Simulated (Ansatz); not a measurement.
# TaO3, space group Pm-3m: an equation of state with a fit

With the Ansatz DFT code, driven from Python.

Interactive session:
```pycon
>>> import warnings
>>> import ansatz as az
>>> import numpy as np
>>> from pymatgen.analysis.eos import EOS
>>> vectors0 = np.array([
...     [3.960344, 0.0, 0.0],
...     [0.0, 3.960344, 0.0],
...     [0.0, 0.0, 3.960344],
... ])
>>> sites = [
...     ('Ta', [0.5, 0.5, 0.5]),
...     ('O', [0.0, 0.5, 0.5]),
...     ('O', [0.5, 0.5, 0.0]),
...     ('O', [0.5, 0.0, 0.5]),
... ]
>>> def on_lattice(cell):
...     crystal = az.Crystal(lattice=az.Lattice.of(cell))
...     for symbol, position in sites:
...         crystal = crystal.atom(symbol, position)
...     return crystal
...
>>> warnings.simplefilter('ignore', az.DeckWarning)
>>> # scale the volume, keep shape and fractions
>>> volumes, energies, pressures = [], [], []
>>> for scale in np.linspace(0.88, 1.12, 7):
...     cell = vectors0 * scale ** (1 / 3)
...     job = on_lattice(cell).calculation()
...     job = job.basis(31 * az.Ry).functional('pbesol')
...     job = job.occupations('fermi_dirac', width=0.1)
...     job = job.scf(tolerance=1e-05)
...     job = job.accuracy('medium')
...     job = job.kpoints(6, 6, 6)
...     job = job.stress()
...     report = job.run(threads=1, backend='cpu').report
...     volumes.append(abs(np.linalg.det(cell)) / len(sites))
...     energies.append(report['free_energy_ev'] / len(sites))
...     pressures.append(np.trace(report['stress_gpa']) / 3)
...     print(f'V = {volumes[-1]:8.4f} A^3/atom  F = {energies[-1]:.5f} eV/atom  P = {pressures[-1]:8.3f} GPa')
...
V =  13.6654 A^3/atom  F = -2872.50807 eV/atom  P =   24.468 GPa
V =  14.2865 A^3/atom  F = -2872.57857 eV/atom  P =   12.283 GPa
V =  14.9077 A^3/atom  F = -2872.60644 eV/atom  P =    2.489 GPa
V =  15.5288 A^3/atom  F = -2872.60036 eV/atom  P =   -5.352 GPa
V =  16.1500 A^3/atom  F = -2872.56704 eV/atom  P =  -11.630 GPa
V =  16.7711 A^3/atom  F = -2872.51196 eV/atom  P =  -16.642 GPa
V =  17.3923 A^3/atom  F = -2872.43946 eV/atom  P =  -20.623 GPa
>>> for form in ['murnaghan']:
...     fit = EOS(eos_name=form).fit(volumes, energies)
...     print(f'{form:18s} V0 {fit.v0:8.4f} A^3/atom  B0 {fit.b0_GPa:7.1f} GPa  B1 {fit.b1:5.2f}')
...
murnaghan          V0  15.0886 A^3/atom  B0   197.7 GPa  B1  4.51
```

A third-order Birch-Murnaghan fit through the 7 points (the script's own form differs a little) has its minimum at 15.09 Å³ an atom, 2.8 % below the typed cell, with a bulk modulus of 199 GPa and dB/dP = 4.4. From that minimum the energy rises by 99.8 meV an atom on the compressed side and 168.4 meV on the expanded side.

The settings weren't tested for convergence. The cell holds an odd number of electrons and is run without spin, so a magnetic state may lie lower. The mesh is modest for a metal, so energies can be off by several to tens of meV an atom and pressures by half a GPa or more; differences at equal mesh fare better. The program warned that this SCF threshold is loose for forces or stresses. Pressure is positive in compression. Spin-orbit coupling, which matters for elements this heavy, is left out. At these settings the cell as given stands under about -5 GPa, so it isn't at this functional's equilibrium volume. This cell is a computed structure, which may not be the phase found in nature. The script silences the warnings on its input, which a real study should read. Run time: 10 s on 1 thread of Arm Neoverse V2, on a shared host, peak memory 0.47 GiB.

(Lines on the test bed's own set-up are left out of the output.)
